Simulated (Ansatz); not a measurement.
# GaH8NO2Si2: up Jacob's ladder to CCSD(T)

An exercise on one series of results from a longer session: the logs are not shown, and one member is left open.

The runs use Ansatz 0.2.0, Gaussian basis; functionals in def2-TZVPP, the program's frozen cores in correlated methods.

Levels to be run: LDA (SPW92), PBE-D4, revPBE-D4, BLYP-D4, r2SCAN-D4, B97M-V, PBE0-D4, B3LYP-D4, r2SCANh-D4, r2SCAN0-D4, HSE06-D4, BHLYP-D4, CAM-B3LYP-D4, LC-ωPBE, ωB97X-V, ωB97M-V, B2PLYP, PBE-QIDH; CCSD(T)/def2-SVP; MP2/def2-TZVPP; MP2/def2-QZVPP; RPA on PBE.

## The relaxed structure

An earlier PBE0-D4 in a triple-zeta def2 set relaxation fixed the geometry.

SMILES `[NH2][Ga]([O][SiH3])[O][SiH3]`, 14 atoms, charge 0, spin multiplicity 1.

Atoms are counted from 1 here; the program's logs count them from 0.

Bond lengths: N1–Ga2 1.794 Å, N1–H7 1.005 Å, N1–H8 1.005 Å, Ga2–O3 1.771 Å, Ga2–O5 1.771 Å, O3–Si4 1.631 Å, Si4–H9 1.488 Å, Si4–H10 1.491 Å, Si4–H11 1.486 Å, O5–Si6 1.631 Å, Si6–H12 1.486 Å, Si6–H13 1.488 Å, Si6–H14 1.491 Å. Angles: Ga2–N1–H7 121.3°, Ga2–N1–H8 121.3°, H7–N1–H8 112.6°, N1–Ga2–O3 120.4°, N1–Ga2–O5 120.4°, O3–Ga2–O5 119.1°, Ga2–O3–Si4 139.5°, O3–Si4–H9 110.8°, O3–Si4–H10 111.2°, O3–Si4–H11 108.8°, H9–Si4–H10 108.3°, H9–Si4–H11 109.0°, H10–Si4–H11 108.7°, Ga2–O5–Si6 139.5°, O5–Si6–H12 108.8°, O5–Si6–H13 110.8°, O5–Si6–H14 111.2°, H12–Si6–H13 108.9° and more.

Set-up of the first run:

The input, in.yaml:

```yaml
crystal:
  periodic: [false, false, false]
  atoms:
    - {symbol: N, position_ang: [-0.860220, -2.087397, 2.067782]}
    - {symbol: Ga, position_ang: [-0.324743, -0.865355, 0.868460]}
    - {symbol: O, position_ang: [0.266888, -1.369764, -0.722889]}
    - {symbol: Si, position_ang: [0.859395, -0.709736, -2.091756]}
    - {symbol: O, position_ang: [-0.459402, 0.863546, 1.228187]}
    - {symbol: Si, position_ang: [-0.280053, 2.303473, 0.483276]}
    - {symbol: H, position_ang: [-0.631007, -3.060158, 1.959628]}
    - {symbol: H, position_ang: [-1.038324, -1.836070, 3.024660]}
    - {symbol: H, position_ang: [-0.242971, -0.326001, -3.014666]}
    - {symbol: H, position_ang: [1.667785, 0.507622, -1.797069]}
    - {symbol: H, position_ang: [1.728901, -1.707953, -2.767203]}
    - {symbol: H, position_ang: [-1.137358, 3.306393, 1.167186]}
    - {symbol: H, position_ang: [1.135839, 2.757730, 0.543558]}
    - {symbol: H, position_ang: [-0.684729, 2.223680, -0.949153]}
basis:
  gaussian: {orbitals: def2-TZVPP}
hamiltonian: {xc: lda}
output: {orbitals: {seedname: orbitals}}
```

Started as:

```
$ ansatz run in.yaml --threads 8 --pin off --events-out ev --progress --plain --max-ram 18278MiB
```

Among the steps run: LDA; PBE-D4 (GGA); revPBE-D4 (GGA); BLYP-D4 (GGA); r2SCAN-D4 (meta-GGA); B97M-V (meta-GGA); PBE0-D4 (hybrid); B3LYP-D4 (hybrid); r2SCANh-D4 (hybrid); r2SCAN0-D4 (hybrid); HSE06-D4 (hybrid); BHLYP-D4 (hybrid); CAM-B3LYP-D4 (range-separated); LC-ωPBE (range-separated); ωB97X-V (range-separated); ωB97M-V (range-separated); B2PLYP (double hybrid); PBE-QIDH (double hybrid).

One table of the session follows, with a row left open; its other results are not shown here.

It belongs to the step «Frontier levels by functional». 

| functional | HOMO (eV) | gap (eV) |
| --- | --- | --- |
| LDA (SPW92) | -6.63 | 4.50 |
| PBE-D4 | -6.44 | 4.58 |
| revPBE-D4 | -6.37 | 4.64 |
| BLYP-D4 | -6.31 | 4.51 |
| r2SCAN-D4 | -6.75 | 5.23 |
| B97M-V | -6.84 | 5.02 |
| PBE0-D4 | -7.86 | 6.91 |
| B3LYP-D4 | ? | ? |
| r2SCANh-D4 | -7.27 | 6.08 |
| r2SCAN0-D4 | -8.08 | 7.34 |
| HSE06-D4 | -7.45 | 6.14 |
| BHLYP-D4 | -9.18 | 9.07 |
| CAM-B3LYP-D4 | -9.30 | 9.28 |
| LC-ωPBE | -10.72 | 12.01 |
| ωB97X-V | -10.33 | 11.38 |
| ωB97M-V | -10.25 | 11.00 |

Estimate the missing values for B3LYP-D4.

Worked estimate for «HOMO (eV)». Against the share of exact exchange, BLYP-D4 (0, -6.31), BHLYP-D4 (0.5, -9.18) give a slope of -5.74 per unit share; at 0.2 the line stands at -7.46.

As computed: HOMO (eV): -7.61; gap (eV): 6.37. In «HOMO (eV)» the line misses by +0.15.
